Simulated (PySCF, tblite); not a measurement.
# C₃H₁₃NSi₂: a rotation path, then NMR shifts on frames, part 2 of 2

tblite 0.8.0 and PySCF 2.14.0. Atoms count from 0. Earlier steps stand in the parts before.

### 5 Nuclear shieldings: image 4, PBE0/pcSseg-1

Job settings and geometry (Å):

```
{"job": {"kind": "nmr", "xc": "PBE0", "basis": "pcSseg-1", "pop": false}, "charge": 0, "multiplicity": 1}
C     -1.544000     0.528700    -1.362500
C     -1.327000    -0.342800    -0.130900
C     -2.278600     0.078300     0.987800
N      0.044100    -0.255500     0.331000
Si     1.457100     0.032100    -0.594100
Si     3.275600    -0.341700     0.755700
H     -2.577600     0.463100    -1.693200
H     -1.313100     1.564000    -1.125800
H     -0.899400     0.207400    -2.174600
H     -1.552900    -1.388900    -0.403800
H     -2.066100     1.102600     1.287600
H     -2.166000    -0.570100     1.855000
H     -3.310400     0.020600     0.650000
H      0.115400    -0.357200     1.330100
H      1.459300     1.398000    -1.162200
H      1.433600    -0.856900    -1.771700
H      3.182600     0.248200     2.096000
H      4.471900     0.236100     0.140300
H      3.585900    -1.756700     0.977800
```

Level: GIAO PBE0/pcSseg-1 NMR shielding, non-relativistic, gas phase.

Log:

```text
coarse grid: 15632 points
cycle   1  E = -755.2962839239  dE =  2.684e-01  |g| = 4.591e-01  |ddm| = 3.683e+00
cycle   2  E = -755.2663759018  dE =  2.991e-02  |g| = 5.896e-01  |ddm| = 1.045e+00
cycle   3  E = -755.3463781861  dE = -8.000e-02  |g| = 7.510e-02  |ddm| = 6.823e-01
cycle   4  E = -755.3474973443  dE = -1.119e-03  |g| = 2.613e-02  |ddm| = 9.450e-02
cycle   5  E = -755.3476528266  dE = -1.555e-04  |g| = 3.858e-03  |ddm| = 2.464e-02
cycle   6  E = -755.3476558928  dE = -3.066e-06  |g| = 1.193e-03  |ddm| = 4.985e-03
final grid: 138304 points
cycle   7  E = -755.3798494509  dE = -3.250e-05  |g| = 8.443e-03  |ddm| = 2.664e-02
cycle   8  E = -755.3798389456  dE =  1.051e-05  |g| = 1.068e-02  |ddm| = 1.816e-02
cycle   9  E = -755.3798672760  dE = -2.833e-05  |g| = 9.449e-04  |ddm| = 1.073e-02
cycle  10  E = -755.3798674545  dE = -1.785e-07  |g| = 2.607e-04  |ddm| = 1.078e-03
cycle  11  E = -755.3798674682  dE = -1.375e-08  |g| = 4.998e-05  |ddm| = 2.423e-04
cycle  12  E = -755.3798674687  dE = -5.016e-10  |g| = 1.805e-05  |ddm| = 6.914e-05
converged SCF energy = -755.3798674687

GIAO shielding tensors (ppm)
atom      isotropic    diamagn.    paramagn.     s11        s22        s33       span
  0 C      161.981     250.522     -88.541    149.630    152.564    183.748     34.118
  1 C      139.154     239.179    -100.024    124.608    130.495    162.359     37.751
  2 C      157.257     248.613     -91.356    134.910    149.146    187.714     52.804
  3 N      236.149     326.686     -90.538    175.747    230.659    302.041    126.294
  4 Si     415.149     881.779    -466.630    378.218    387.650    479.579    101.361
  5 Si     470.974     880.321    -409.347    455.872    470.934    486.115     30.243
  6 H       30.669      30.059       0.610     26.315     28.330     37.363     11.047
  7 H       30.642      31.776      -1.134     27.916     28.888     35.123      7.208
  8 H       29.884      31.713      -1.829     25.155     29.275     35.222     10.067
  9 H       28.144      30.651      -2.508     23.692     26.931     33.808     10.116
 10 H       30.748      30.871      -0.123     28.060     29.135     35.050      6.990
 11 H       30.559      30.525       0.033     26.479     28.445     36.751     10.273
 12 H       30.612      29.303       1.309     26.094     28.176     37.565     11.471
 13 H       31.992      37.049      -5.057     21.713     32.881     41.381     19.668
 14 H       26.605      30.807      -4.202     22.220     25.804     31.790      9.570
 15 H       26.591      30.519      -3.929     23.148     25.074     31.550      8.402
 16 H       28.419      29.509      -1.090     25.005     26.717     33.535      8.529
 17 H       28.456      28.500      -0.044     25.154     25.765     34.450      9.296
 18 H       28.337      29.039      -0.703     25.029     26.065     33.916      8.887
```

Run time: 22 s. Hardware: 1 thread of Arm Neoverse V1, shared host; peak memory 0.88 GiB.

Key values: δ C1 47.8, C2 29.7, C0 24.9, N3 31.6, H15 5.13, H14 5.11 ppm.

### 6 NMR shieldings: image 6, PBE0/pcSseg-1

Job settings and geometry (Å):

```
{"job": {"kind": "nmr", "xc": "PBE0", "basis": "pcSseg-1", "pop": false}, "charge": 0, "multiplicity": 1}
C     -1.537800     0.201600    -1.461500
C     -1.363300    -0.421700    -0.084900
C     -2.196200     0.339200     0.951400
N      0.032800    -0.467100     0.301400
Si     1.390600     0.288100    -0.427000
Si     3.263800    -0.374400     0.725100
H     -2.587300     0.189600    -1.745500
H     -1.188700     1.230500    -1.453200
H     -0.970700    -0.351800    -2.203000
H     -1.736000    -1.459500    -0.124100
H     -1.845000     1.365500     1.031500
H     -2.118600    -0.132100     1.929700
H     -3.243700     0.348700     0.659300
H      0.127700    -0.796600     1.250100
H      1.261000     1.761100    -0.496100
H      1.451200    -0.142900    -1.834500
H      3.193700    -0.226100     2.183300
H      4.410300     0.427800     0.293300
H      3.646300    -1.770500     0.497200
```

With the program's defaults for keys left out, this is: GIAO PBE0/pcSseg-1 NMR shielding, non-relativistic, gas phase.

Log:

```text
coarse grid: 15632 points
cycle   1  E = -755.2954278564  dE =  2.640e-01  |g| = 4.588e-01  |ddm| = 3.684e+00
cycle   2  E = -755.2665490448  dE =  2.888e-02  |g| = 5.854e-01  |ddm| = 1.043e+00
cycle   3  E = -755.3455514532  dE = -7.900e-02  |g| = 7.559e-02  |ddm| = 6.758e-01
cycle   4  E = -755.3466811613  dE = -1.130e-03  |g| = 2.641e-02  |ddm| = 9.479e-02
cycle   5  E = -755.3468398994  dE = -1.587e-04  |g| = 3.778e-03  |ddm| = 2.451e-02
cycle   6  E = -755.3468427380  dE = -2.839e-06  |g| = 1.240e-03  |ddm| = 4.814e-03
final grid: 138304 points
cycle   7  E = -755.3798559586  dE = -3.350e-05  |g| = 8.616e-03  |ddm| = 2.670e-02
cycle   8  E = -755.3798453011  dE =  1.066e-05  |g| = 1.086e-02  |ddm| = 1.881e-02
cycle   9  E = -755.3798745950  dE = -2.929e-05  |g| = 9.698e-04  |ddm| = 1.091e-02
cycle  10  E = -755.3798747843  dE = -1.893e-07  |g| = 2.669e-04  |ddm| = 1.099e-03
cycle  11  E = -755.3798747987  dE = -1.435e-08  |g| = 5.346e-05  |ddm| = 2.541e-04
cycle  12  E = -755.3798747993  dE = -6.082e-10  |g| = 1.892e-05  |ddm| = 7.407e-05
converged SCF energy = -755.3798747993

GIAO shielding tensors (ppm)
atom      isotropic    diamagn.    paramagn.     s11        s22        s33       span
  0 C      165.313     250.388     -85.075    153.624    158.006    184.309     30.685
  1 C      138.543     239.282    -100.738    121.720    133.159    160.751     39.031
  2 C      156.234     248.306     -92.072    133.475    149.200    186.028     52.553
  3 N      234.059     326.149     -92.089    183.355    218.639    300.185    116.830
  4 Si     417.971     881.783    -463.813    385.165    388.940    479.807     94.642
  5 Si     470.584     880.319    -409.736    455.348    470.673    485.730     30.382
  6 H       30.641      29.797       0.845     26.210     28.361     37.353     11.142
  7 H       30.478      31.824      -1.346     27.356     29.425     34.652      7.295
  8 H       29.893      31.471      -1.579     25.243     28.477     35.957     10.714
  9 H       28.164      30.487      -2.323     23.647     26.858     33.987     10.339
 10 H       30.590      30.849      -0.259     27.891     29.281     34.600      6.709
 11 H       30.635      30.527       0.108     26.799     28.550     36.557      9.758
 12 H       30.708      29.488       1.219     26.152     28.367     37.605     11.453
 13 H       32.013      36.423      -4.409     21.621     32.633     41.786     20.165
 14 H       26.510      30.717      -4.208     22.186     25.391     31.951      9.765
 15 H       26.620      30.871      -4.251     22.761     25.982     31.117      8.356
 16 H       28.407      29.449      -1.042     25.003     26.613     33.604      8.601
 17 H       28.469      28.530      -0.061     25.200     25.777     34.429      9.229
 18 H       28.326      29.056      -0.730     25.006     26.077     33.894      8.888
```

Wall time 22 s (1 thread of Arm Neoverse V1, shared host); peak memory 0.88 GiB.

In short: δ C1 48.4, C2 30.7, C0 21.6, N3 33.7, H14 5.21, H15 5.10 ppm.

### 7 NMR shieldings: image 8, PBE0/pcSseg-1

Job settings and geometry (Å):

```
{"job": {"kind": "nmr", "xc": "PBE0", "basis": "pcSseg-1", "pop": false}, "charge": 0, "multiplicity": 1}
C     -1.589900    -0.026800    -1.522000
C     -1.369900    -0.466400    -0.081700
C     -2.019600     0.525600     0.887500
N      0.043600    -0.632600     0.192900
Si     1.314000     0.425700    -0.285500
Si     3.216200    -0.372700     0.727100
H     -2.651600    -0.030000    -1.755800
H     -1.201100     0.976600    -1.671500
H     -1.079000    -0.704700    -2.199800
H     -1.845900    -1.449100     0.055900
H     -1.568200     1.507000     0.763100
H     -1.873700     0.204500     1.917200
H     -3.087100     0.602500     0.696400
H      0.175200    -1.124200     1.064500
H      1.054700     1.848600     0.036400
H      1.376700     0.393600    -1.755100
H      3.100500    -0.536500     2.182200
H      4.337500     0.544800     0.515800
H      3.657900    -1.676600     0.224900
```

Level: GIAO PBE0/pcSseg-1 NMR shielding, non-relativistic, gas phase.

Log:

```text
coarse grid: 15632 points
cycle   1  E = -755.2956090591  dE =  2.624e-01  |g| = 4.617e-01  |ddm| = 3.675e+00
cycle   2  E = -755.2660513785  dE =  2.956e-02  |g| = 5.896e-01  |ddm| = 1.049e+00
cycle   3  E = -755.3465251342  dE = -8.047e-02  |g| = 7.669e-02  |ddm| = 6.795e-01
cycle   4  E = -755.3476845856  dE = -1.159e-03  |g| = 2.665e-02  |ddm| = 9.337e-02
cycle   5  E = -755.3478464668  dE = -1.619e-04  |g| = 3.799e-03  |ddm| = 2.503e-02
cycle   6  E = -755.3478492441  dE = -2.777e-06  |g| = 1.342e-03  |ddm| = 4.693e-03
final grid: 138304 points
cycle   7  E = -755.3805297860  dE = -3.123e-05  |g| = 8.619e-03  |ddm| = 2.659e-02
cycle   8  E = -755.3805181758  dE =  1.161e-05  |g| = 1.104e-02  |ddm| = 1.894e-02
cycle   9  E = -755.3805482618  dE = -3.009e-05  |g| = 9.943e-04  |ddm| = 1.117e-02
cycle  10  E = -755.3805484601  dE = -1.983e-07  |g| = 2.620e-04  |ddm| = 1.069e-03
cycle  11  E = -755.3805484741  dE = -1.396e-08  |g| = 5.049e-05  |ddm| = 2.522e-04
cycle  12  E = -755.3805484746  dE = -5.280e-10  |g| = 1.801e-05  |ddm| = 6.829e-05
converged SCF energy = -755.3805484746

GIAO shielding tensors (ppm)
atom      isotropic    diamagn.    paramagn.     s11        s22        s33       span
  0 C      162.553     249.208     -86.655    147.573    157.305    182.780     35.207
  1 C      138.302     240.568    -102.266    118.780    135.645    160.482     41.702
  2 C      159.361     248.588     -89.227    136.218    155.708    186.158     49.940
  3 N      229.484     325.405     -95.921    187.701    210.446    290.306    102.605
  4 Si     419.431     881.902    -462.472    384.648    392.996    480.648     96.000
  5 Si     469.711     880.403    -410.693    455.363    468.321    485.447     30.084
  6 H       30.464      29.597       0.868     26.250     28.056     37.086     10.836
  7 H       30.447      31.556      -1.109     27.310     29.759     34.273      6.963
  8 H       30.185      30.802      -0.616     26.030     28.024     36.502     10.472
  9 H       28.432      30.880      -2.447     24.195     27.022     34.081      9.885
 10 H       30.275      31.193      -0.918     27.025     29.844     33.956      6.931
 11 H       30.747      30.827      -0.080     26.915     28.606     36.720      9.806
 12 H       30.732      29.752       0.980     26.088     28.466     37.642     11.554
 13 H       31.600      36.200      -4.600     21.622     31.620     41.557     19.936
 14 H       26.559      30.761      -4.202     22.404     25.501     31.774      9.370
 15 H       26.820      30.884      -4.064     22.975     26.170     31.314      8.338
 16 H       28.400      29.542      -1.141     24.982     26.659     33.560      8.578
 17 H       28.442      28.579      -0.136     25.135     25.740     34.453      9.318
 18 H       28.313      29.105      -0.792     24.949     26.111     33.877      8.928
```

Run time: 22 s. Hardware: 1 thread of Arm Neoverse V1, shared host; peak memory 0.88 GiB.

In short: δ C1 48.6, C2 27.6, C0 24.4, N3 38.2, H14 5.16, H15 4.90 ppm.

### 8 Run by run: NMR shifts

Shifts (ppm) of some atoms, chosen among heavy atoms and hydrogens apart, with basis size and wall time:

| frame | C1 | C2 | C0 | H9 | H13 | N3 | Si4 | functions | time |
| --- | --- | --- | --- | --- | --- | --- | --- | --- | --- |
| image 0 | 51.8 | 29.6 | 27.5 | 2.79 | -0.78 | 44.7 | -57.6 | 181 | 22 s |
| image 2 | 49.7 | 28.5 | 27.6 | 3.08 | -0.52 | 42.6 | -60.2 | 181 | 22 s |
| image 4 | 47.8 | 29.7 | 24.9 | 3.57 | -0.27 | 31.6 | -66.0 | 181 | 22 s |
| image 6 | 48.4 | 30.7 | 21.6 | 3.55 | -0.30 | 33.7 | -68.8 | 181 | 22 s |
| image 8 | 48.6 | 27.6 | 24.4 | 3.28 | 0.12 | 38.2 | -70.3 | 181 | 22 s |

### 9 Outcome

The summary covers parts 1 to 2.

| quantity | value |
| --- | --- |
| barrier | 0.112 eV (2.6 kcal/mol) at image 4 |
| end to end (GFN2-xTB) | 0.059 eV |
| ¹³C shifts against TMS (PBE0/pcSseg-1, image 0) | 51.8, 29.6, 27.5 ppm |
| ¹H shifts against TMS (PBE0/pcSseg-1, image 0) | 5.17, 4.86, 3.41, 3.33, 3.25, 2.79, 1.66, 1.48, 1.18, 1.15, 0.78, 0.63, -0.78 ppm |
| ¹⁵N shifts against NH3 (PBE0/pcSseg-1, image 0) | 44.7 ppm |
| ²⁹Si shifts against TMS (PBE0/pcSseg-1, image 0) | -57.6, -122.1 ppm |
| range of the shift of N3 | 31.6 to 44.7 ppm |

In words: Along the band the dihedral turns by 132°, and the top (dihedral 208°) lies 2.6 kcal/mol above the start (GFN2-xTB, rough), so at room temperature this motion is fast. The top was not checked by a frequency run. Shifts at one fixed geometry are not the observed spectrum, which averages over the motion. In the first frame run (image 0): Shielding is most anisotropic at Si4 (span 124 ppm, paramagnetic term -475 ppm). Across the 5 runs the shift of N3 moves most, between 31.6 (image 4) and 44.7 ppm (image 0).
